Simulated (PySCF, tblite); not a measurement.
# C7H9O radical: geometry, infrared bands and EPR parameters

Aim: predict the infrared bands and EPR parameters of C7H9O radical (`[CH2]OC1=CC=C(C)C1`).

Computed with tblite 0.8.0 and PySCF 2.14.0, with density-fitted response routines of our own, on a single molecule in the gas phase. Atoms count from 0, in the outputs and in this text.

**1. The starting structure**

17 atoms, charge 0, multiplicity 2; geometry from: force field or distance geometry start.

Bonds of the start (Å): C0–O1 1.36, O1–C2 1.38, C2–C3 1.33, C3–C4 1.45, C4–C5 1.32, C5–C6 1.48, C5–C7 1.50, C7–C2 1.50, C0–H8 1.07, C0–H9 1.09, C3–H10 1.09, C4–H11 1.08, C6–H12 1.12, C6–H13 1.12, C6–H14 1.12, C7–H15 1.09, C7–H16 1.11.

**2. Optimising the geometry with GFN2-xTB**

Job settings and geometry (Å):

```
{"job": {"kind": "relax", "xc": "GFN2-xTB", "basis": "xTB"}, "charge": 0, "multiplicity": 2}
C      3.282300     0.191600     0.308000
O      2.360600    -0.803900     0.413200
C      0.990200    -0.694100     0.302200
C      0.146500    -1.641300    -0.087800
C     -1.223100    -1.178300    -0.089700
C     -1.275900     0.088000     0.267500
C     -2.455100     0.981600     0.392700
C      0.132600     0.505700     0.556300
H      4.190000     0.163200     0.879700
H      3.112500     0.999400    -0.397000
H      0.473500    -2.648100    -0.337100
H     -2.100700    -1.751300    -0.364400
H     -2.950200     1.088000    -0.604700
H     -3.188000     0.558300     1.123300
H     -2.098700     1.975400     0.751900
H      0.374900     1.349700    -0.088100
H      0.221500     0.828300     1.613600
```

On the command line:

```sh
OMP_NUM_THREADS=1 python probes_run.py task.json out
```

This one command runs all jobs of the session in turn.

**Question.** This job is followed by: GFN2-xTB harmonic vibrations, gas phase; UKS B3LYP, pcH-1 on C H O, non-relativistic, mean-field spin-orbit, GIAO. What will the session give for the following? strongest single infrared mode (GFN2-xTB); zero-point energy (GFN2-xTB); g(iso) (B3LYP); ⟨S²⟩; largest a(iso) (averaged by class); potential on the surface of density 0.002 e/bohr³, 1st and 99th percentile.

As calculated:

```
                                                                  quantity                 value
                                 strongest single infrared mode (GFN2-xTB)  1218 cm⁻¹, 64 km/mol
                                              zero-point energy (GFN2-xTB)         84.8 kcal/mol
                                                            g(iso) (B3LYP)               2.00304
                                                                      ⟨S²⟩    0.769 (exact 0.75)
                                        largest a(iso) (averaged by class)   13C on C0, 74.3 MHz
potential on the surface of density 0.002 e/bohr³, 1st and 99th percentile    -0.91 V and 1.00 V
```

What this shows: Over 145 steps the energy fell by 0.604 eV; of the close pairs, O1–C2 changed most, 1.379 to 1.326 Å. All 45 modes are real, so the xTB geometry is a minimum. The strongest single mode, at 1218 cm⁻¹, has its largest shares on O1, C0, C2 and C5 (the list is cut at 4 atoms). GFN2-xTB is a fitted tight-binding method: band positions and strengths are rough. Its intensities can rank the bands wrongly. C0 carries the largest spin population, 0.88 e. The isotropic g lies 0.7 ppt above the free-electron value. These values are for one conformer; the search (at its own cheap level) found 1 more, at 0.11 kcal/mol, and measured spectra average over such forms.
